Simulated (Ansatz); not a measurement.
# BaAg2As2: a stretch of c alone

An exercise on one series of results from a longer session: the logs are not shown, and one member is left open.

Computed with Ansatz 0.2.0 (DFT PBE, scalar-relativistic, plane waves, PAW, unless a step's input says otherwise).

2 further runs of the same task are left out: 2 set aside as unsound or not needed.

## Starting point

Symmetry: I4/mmm, No. 139, tetragonal system. Conventional cell: a = 4.584 Å, b = 4.584 Å, c = 11.410 Å, α = 90.00°, β = 90.00°, γ = 90.00°. Ba (site symmetry 4/mmm) has 8 As at 3.50 Å and 8 Ag at 3.66 Å in its first shell of neighbours. Ag (site symmetry -4m2) is surrounded by 4 As at 2.76 Å. As (site symmetry 4mm) has 1 As at 2.64 Å and 4 Ag at 2.76 Å and 4 Ba at 3.50 Å in its first shell of neighbours.

Structure file:

```cif
data_structure
_symmetry_space_group_name_H-M 'I4/mmm'
_symmetry_Int_Tables_number 139
_cell_length_a 4.5840
_cell_length_b 4.5840
_cell_length_c 11.4103
_cell_angle_alpha 90.000
_cell_angle_beta 90.000
_cell_angle_gamma 90.000
_cell_volume 239.76
loop_
_atom_site_label
_atom_site_type_symbol
_atom_site_symmetry_multiplicity
_atom_site_Wyckoff_symbol
_atom_site_fract_x
_atom_site_fract_y
_atom_site_fract_z
_atom_site_occupancy
Ba1 Ba 2 a 0.00000 0.00000 0.00000 1
Ag1 Ag 4 d 0.00000 0.50000 0.25000 1
As1 As 4 e 0.00000 0.00000 0.38422 1
```

The unstrained cell was computed beforehand with the same settings: E(σ→0) = -61690.8719 eV for 10 atoms, gap none (metal).

The first run:

input.yaml

```yaml
crystal:
  lattice:
    - [4.5839784482, 0.0, 0.0]
    - [0.0, 4.5839784482, 0.0]
    - [0.0, 0.0, 11.239103324]
  atoms:
    - { symbol: Ba, position: [0.0, 0.0, 0.0] }
    - { symbol: Ba, position: [0.5, 0.5, 0.5] }
    - { symbol: Ag, position: [0.0, 0.5, 0.25] }
    - { symbol: Ag, position: [0.5, 0.0, 0.25] }
    - { symbol: Ag, position: [0.5, 0.0, 0.75] }
    - { symbol: Ag, position: [0.0, 0.5, 0.75] }
    - { symbol: As, position: [0.0, 0.0, 0.3842160879] }
    - { symbol: As, position: [0.5, 0.5, 0.1157839121] }
    - { symbol: As, position: [0.5, 0.5, 0.8842160879] }
    - { symbol: As, position: [0.0, 0.0, 0.6157839121] }
basis:
  ecutwfc: 420
kpoints:
  mp_grid: { grid: [8, 8, 4] }
hamiltonian:
  xc: pbe
scf:
  occupations: { method: gaussian, width: 0.1 }
output:
  forces: true
  stress: true
  eigenvalues: true
relax:
  adjacent_minimum: "off"
  f_tol: 0.008
  max_steps: 40
```

Started as:

```
$ ansatz run input.yaml --threads 1 --pin off --max-ram 2560MiB --backend cpu --events-out ev --progress --plain --runs-dir out
```

Among the steps run: Strain -1.5 %; Strain +1.5 %; Strain -3.0 %; At +3.0 %; At -4.5 %; The cell strained by +4.5 %.

One table of the session follows, with a row left open; its other results are not shown here.

Lengths are those of the vectors of the cell that was run; stresses in GPa:

```
strain (%)  ΔE (meV/atom)   c (Å)
      -4.5           12.8  10.897
      -3.0            5.5  11.068
      -1.5              ?       ?
      +0.0            0.0  11.410
      +1.5            1.5  11.581
      +3.0            5.4  11.753
      +4.5           11.6  11.924
```

Q: Estimate the row for strain (%) = -1.5 from the others.

Worked estimate for «ΔE (meV/atom)». A straight line through the neighbours (-3.0, 5.5) and (0.0, 0.0) gives 5.5 + (0.0 − 5.5) × (-1.5 + 3.0) / (0.0 + 3.0) = 2.8; a parabola fitted to 4 rows on both sides gives 1.3.

The run gave: ΔE (meV/atom): 1.2; c (Å): 11.239. In «ΔE (meV/atom)» the line misses by +1.6 and the parabola by +0.1.

ΔE is over the unstrained cell. Stress in GPa, positive in compression, on the Cartesian axes of the input. 

Limits of these values: Warnings in the runs' records: stress scf threshold loose.
